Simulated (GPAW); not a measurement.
HPbNO4:

```
CELL_PARAMETERS angstrom
3.85404 0.14384 0.09012
-0.25320 5.52698 0.16471
-0.48197 -1.92720 5.72025
ATOMIC_POSITIONS crystal
H 0.10913 0.65718 0.54463
Pb 0.61029 0.52127 0.15100
N 0.91580 0.96263 0.95867
O 0.01384 0.13639 0.88084
O 0.72398 0.01057 0.12858
O 0.00389 0.73732 0.87043
O 0.11927 0.59324 0.37651
```

The cell was built by a generator and needn't be a form met in nature.

Program: GPAW 26.7.0. Alike in all runs: task band structure; no spin polarisation; cell as given; k mesh 5 × 4 × 4; cutoff (eV) 800; smearing fermi-dirac 0.05 eV.

Task: Order these runs on this cell by their band gap on the k mesh, lowest first.
A. level GLLB-SC; potentials or basis the program's PAW data sets (release 1.2.1) made for this functional, pw
B. level PBEsol; potentials or basis PAW data sets generated in the run's folder for this functional, pw
C. level r2SCAN; potentials or basis GPAW PAW data sets (gpaw-data 1.2.1), pw

Result: B (3.14 eV), C (3.47 eV), A (4.54 eV).

Caveats: spin-orbit coupling is left out, which as a rule narrows the gap of such compounds by several tenths of an eV; the GLLB-SC gap is the Kohn-Sham gap of the path plus the derivative discontinuity (some runs); a model potential gives levels but no total energy (some runs); an odd mesh through Γ misses points on the zone boundary, where band edges often lie (some runs).
